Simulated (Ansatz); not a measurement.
# AlFH6N2: a nudged elastic band in two tries

Wanted: a band of images between two relaxed ends, and a check that the input is sound.

Method: RKS PBE0-D4/def2-SVP, in Ansatz 0.2.0.

## (1) The system as given

Bond lengths: Al1–F2 1.673 Å, Al1–N3 1.765 Å, Al1–N4 1.765 Å, N3–H7 1.013 Å, N3–H8 1.012 Å, N4–H9 1.012 Å, N4–H10 1.013 Å. Angles: F2–Al1–N3 118.0°, F2–Al1–N4 117.9°, N3–Al1–N4 123.8°, Al1–N3–H7 123.9°, Al1–N3–H8 126.0°, H7–N3–H8 110.1°, Al1–N4–H9 126.0°, Al1–N4–H10 123.9°, H9–N4–H10 110.1°.

Coordinates:

```xyz
10

Al   -0.1484   -0.4735   -0.1209
F     0.3703   -1.8897    0.6039
N     0.7162    0.0890   -1.5527
N    -1.6156    0.2845    0.5009
H     1.4630   -0.1531    1.6711
H     1.4367    0.6006    1.5573
H     1.5307   -0.3730   -1.9385
H     0.4631    0.8837   -2.1263
H    -2.0758    1.0979    0.1120
H    -2.1404   -0.0663    1.2930
```

## (2) The run

Input file input.yaml:

```yaml
crystal:
  periodic: [false, false, false]
  atoms:
    - { symbol: Al, position_ang: [-0.148388, -0.473514, -0.120862] }
    - { symbol: F, position_ang: [0.370335, -1.889672, 0.603897] }
    - { symbol: "N", position_ang: [0.716207, 0.088985, -1.552665] }
    - { symbol: "N", position_ang: [-1.61558, 0.284549, 0.500947] }
    - { symbol: H, position_ang: [1.463047, -0.15314, 1.671123] }
    - { symbol: H, position_ang: [1.436713, 0.600551, 1.557341] }
    - { symbol: H, position_ang: [1.530724, -0.373047, -1.938545] }
    - { symbol: H, position_ang: [0.463073, 0.883666, -2.126298] }
    - { symbol: H, position_ang: [-2.075777, 1.097905, 0.111957] }
    - { symbol: H, position_ang: [-2.140355, -0.066284, 1.293004] }
basis:
  gaussian: { orbitals: def2-SVP }
hamiltonian:
  xc: pbe0
  dispersion: d4
neb:
  order_check: false
  images: 5
  f_tol: 0.05
  max_iterations: 8
  final_atoms:
    - { symbol: Al, position_ang: [0.11932662, 0.13774678, 0.14992438] }
    - { symbol: F, position_ang: [0.83210151, -1.69781175, 0.77788007] }
    - { symbol: "N", position_ang: [0.73232237, 0.19873964, -1.51486753] }
    - { symbol: "N", position_ang: [-1.5904015, 0.42248155, 0.52536365] }
    - { symbol: H, position_ang: [1.19988562, -1.02007557, 1.38669425] }
    - { symbol: H, position_ang: [1.09886737, 0.41295352, 1.45941234] }
    - { symbol: H, position_ang: [1.5666547, -0.26099033, -1.85796743] }
    - { symbol: H, position_ang: [0.33848987, 0.78392692, -2.2415984] }
    - { symbol: H, position_ang: [-2.36767855, 0.27331492, -0.10682175] }
    - { symbol: H, position_ang: [-1.929569, 0.74971333, 1.42187941] }
  initial_path: idpp
  optimiser: cg
```

On the command line:

```bash
$ ansatz run input.yaml --threads 2 --pin off --max-ram 3072MiB --backend cpu --events-out ev --progress --plain --runs-dir out
```

**Question.** What will these runs give? Wanted: first try.

As calculated:

| quantity | value |
| --- | --- |
| first try | refused |
| cause | the word typed for the ensemble or optimiser is not among those the program lists |

**Reading.** The fault in the first input was caught at the input check and cost nothing.
